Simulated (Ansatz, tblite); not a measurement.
# The cluster AlCu₆−: a ladder of methods and basis sets

One table from this session's results is given with a row withheld; the runs are named, their logs left out.

Method: as each input shows; program: Ansatz 0.2.0, Gaussian basis.

The runs, in order: GFN1-xTB, GFN2-xTB, PBE-D4/def2-TZVPD, r2SCAN-D4/def2-TZVPD, B2PLYP/def2-TZVPD, r2SCANh-D4/def2-TZVPD, LDA/def2-TZVPD, MP2/def2-SVPD, RPA/def2-SVPD.

1 further run of the same task is left out (set aside as unsound or not needed).

## The relaxed structure

The geometry is that of the singlet, from an earlier relaxation (PBE-D4/def2-SVPD). At that level it is the lowest of the isomers that a small search found.

7 atoms, charge -1, spin multiplicity 1.

Bond lengths: Cu1–Cu2 2.515 Å, Cu1–Cu3 2.392 Å, Cu1–Cu4 2.422 Å, Cu1–Cu6 2.414 Å, Cu1–Al7 2.476 Å, Cu2–Cu3 2.422 Å, Cu2–Cu4 2.392 Å, Cu2–Cu5 2.414 Å, Cu2–Al7 2.477 Å, Cu3–Cu5 2.380 Å, Cu3–Al7 2.473 Å, Cu4–Cu6 2.380 Å, Cu4–Al7 2.473 Å, Cu5–Al7 2.629 Å, Cu6–Al7 2.629 Å. Angles: Cu2–Cu1–Cu3 59.1°, Cu2–Cu1–Cu4 57.9°, Cu2–Cu1–Cu6 109.7°, Cu2–Cu1–Al7 59.5°, Cu3–Cu1–Cu4 108.7°, Cu3–Cu1–Cu6 121.3°, Cu3–Cu1–Al7 61.0°, Cu4–Cu1–Cu6 59.0°, Cu4–Cu1–Al7 60.6°, Cu6–Cu1–Al7 65.0°, Cu1–Cu2–Cu3 57.9°, Cu1–Cu2–Cu4 59.1°, Cu1–Cu2–Cu5 109.7°, Cu1–Cu2–Al7 59.5°, Cu3–Cu2–Cu4 108.7°, Cu3–Cu2–Cu5 59.0°, Cu3–Cu2–Al7 60.6°, Cu4–Cu2–Cu5 121.3° and more.

As a file:

| atom | x (Å) | y (Å) | z (Å) |
| --- | --- | --- | --- |
| Cu1 | -0.0154 | 1.3542 | 0.8150 |
| Cu2 | -1.3251 | -0.7557 | 0.4144 |
| Cu3 | -1.1770 | 1.0013 | -1.2462 |
| Cu4 | 0.7055 | -0.7909 | 1.6784 |
| Cu5 | -1.3410 | -1.2683 | -1.9448 |
| Cu6 | 2.3299 | 0.8266 | 1.0384 |
| Al7 | 0.8230 | -0.3671 | -0.7551 |

No spin-orbit coupling is included. The ion is computed in the gas phase, without counter-ions or solvent.

PBE0-D4/def2-TZVPD was run before; its log isn't repeated, and its numbers join the tables.

The first run:

Tight binding, by tblite at 300 K electronic temperature and without a spin-polarisation term:

```python
tblite.interface.Calculator('GFN1-xTB', numbers, positions, charge=-1, uhf=0).singlepoint()
```

Tight binding, by tblite at 300 K electronic temperature and without a spin-polarisation term:

```python
tblite.interface.Calculator('GFN2-xTB', numbers, positions, charge=-1, uhf=0).singlepoint()
```

start.molden holds the orbitals of an earlier run on this state, given as this run's starting guess.

Input file in.yaml:

```yaml
crystal:
  periodic: [false, false, false]
  atoms:
    - {symbol: Cu, position_ang: [-0.015386, 1.354162, 0.815016]}
    - {symbol: Cu, position_ang: [-1.325082, -0.755715, 0.414403]}
    - {symbol: Cu, position_ang: [-1.176963, 1.001257, -1.246227]}
    - {symbol: Cu, position_ang: [0.705529, -0.790909, 1.678360]}
    - {symbol: Cu, position_ang: [-1.341038, -1.268313, -1.944773]}
    - {symbol: Cu, position_ang: [2.329928, 0.826648, 1.038354]}
    - {symbol: Al, position_ang: [0.823011, -0.367120, -0.755134]}
basis:
  gaussian: {orbitals: def2-TZVPD, initial_orbitals: start.molden}
total_charge: -1
hamiltonian: {xc: pbe, dispersion: d4}
scf: {omitted_lower_state_checks: [starts]}
output: {forces: true, orbitals: {seedname: orbitals}}
```

The run is started by

```
$ ansatz run in.yaml --threads 4 --pin off --events-out ev --progress --plain --max-ram 4787MiB
```

Steps of the session up to this table: PBE-D4/def2-TZVPD; r2SCAN-D4/def2-TZVPD; B2PLYP/def2-TZVPD; r2SCANh-D4/def2-TZVPD; LDA/def2-TZVPD; MP2/def2-SVPD; RPA/def2-SVPD.

One of the session's tables, all rows but one given; the rest of the session is left out.

| level | HOMO (eV) | LUMO (eV) | gap (eV) |
| --- | --- | --- | --- |
| LDA/def2-TZVPD | -0.36 | 0.57 | 0.93 |
| PBE-D4/def2-TZVPD | -0.16 | 0.78 | 0.93 |
| r2SCAN-D4/def2-TZVPD | ? | ? | ? |
| r2SCANh-D4/def2-TZVPD | -0.32 | 1.19 | 1.51 |
| PBE0-D4/def2-TZVPD | -0.45 | 1.51 | 1.97 |

Q: Estimate the row for r2SCAN-D4/def2-TZVPD from the others.

**Answer.** HOMO (eV): -0.18; LUMO (eV): 0.91; gap (eV): 1.10. In the column «HOMO (eV)» it lies between r2SCANh-D4/def2-TZVPD (-0.32) and PBE-D4/def2-TZVPD (-0.16).
